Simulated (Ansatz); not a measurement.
**BGeN (triplet): the correlation ladder, cc-pVTZ**

The task here is to estimate one member of a computed series from the others.

Program: Ansatz 0.2.0, Gaussian basis. Level of theory: cc-pVTZ, core rule «outside noble gas», up to 16 orbitals frozen. These are calculated values, not measurements.

The runs, in order: UHF; CCSD(T) on ROHF; CCSD(T) on UHF; BCCD(T) on ROHF; CCSDT(Q) on ROHF; CCSDT(Q) on UHF.

5 further runs of the same task are left out: 1 for a known fault of the program, 4 set aside as unsound or not needed.

## What is computed

The geometry is a PBE0/def2-TZVP stationary point (not a proven minimum) of the parent state, kept for this charge and spin. No spin-orbit coupling is included. The filled d shell of Ge may be among the frozen orbitals whatever the setting's name suggests; the logs give the count.

3 atoms, charge 0, spin multiplicity 3.

Atoms are counted from 1 here; the program's logs count them from 0.

Bond lengths: Ge1–B2 2.045 Å, Ge1–N3 1.843 Å, B2–N3 1.303 Å. Angles: B2–Ge1–N3 38.7°, Ge1–B2–N3 62.2°, Ge1–N3–B2 79.1°.

The first run:

Contents of in.yaml:

```yaml
crystal:
  periodic: [false, false, false]
  atoms:
    - {symbol: Ge, position_ang: [0.000000, 0.003809, 0.464027]}
    - {symbol: B, position_ang: [0.000000, 0.718032, -1.451954]}
    - {symbol: N, position_ang: [0.000000, -0.573961, -1.285801]}
basis:
  gaussian: {orbitals: cc-pVTZ}
magnetization: {spin_polarized: true, initial_magnetization: 2}
hamiltonian: {xc: hf}
output: {orbitals: {seedname: orbitals}}
```

Started as:

```sh
ansatz run in.yaml --threads 1 --pin off --events-out ev --progress --plain --max-ram 4096MiB --backend cpu
```

Among the steps run: UHF; CCSD(T) on ROHF; CCSD(T) on UHF; BCCD(T) on ROHF; CCSDT(Q) on ROHF; CCSDT(Q) on UHF.

One of the session's tables, all rows but one given; the rest of the session is left out.

| method | from RCCSDT(Q) (kJ/mol) |
| --- | --- |
| ROHF | +1021.3 |
| UHF | +1002.3 |
| RMP2 | +89.8 |
| UMP2 | ? |
| RCCSD | +66.4 |
| UCCSD | +65.5 |
| RCCSD(T) | +6.1 |
| UCCSD(T) | +6.5 |
| BCCD(T) | +5.9 |
| RCCSDT | +5.1 |
| UCCSDT | +4.8 |
| RCCSDT(Q) | 0 |
| UCCSDT(Q) | -1.0 |

**Question.** Estimate the row for UMP2.

As computed: from RCCSDT(Q) (kJ/mol): +97.6. In the column «from RCCSDT(Q) (kJ/mol)» it lies between RMP2 (+89.8) and UHF (+1002.3).

To keep in mind: Restricted and unrestricted rows rest on different reference determinants; where their highest levels disagree by more than a few hundredths of an eV, they describe different states and don't form one ladder.
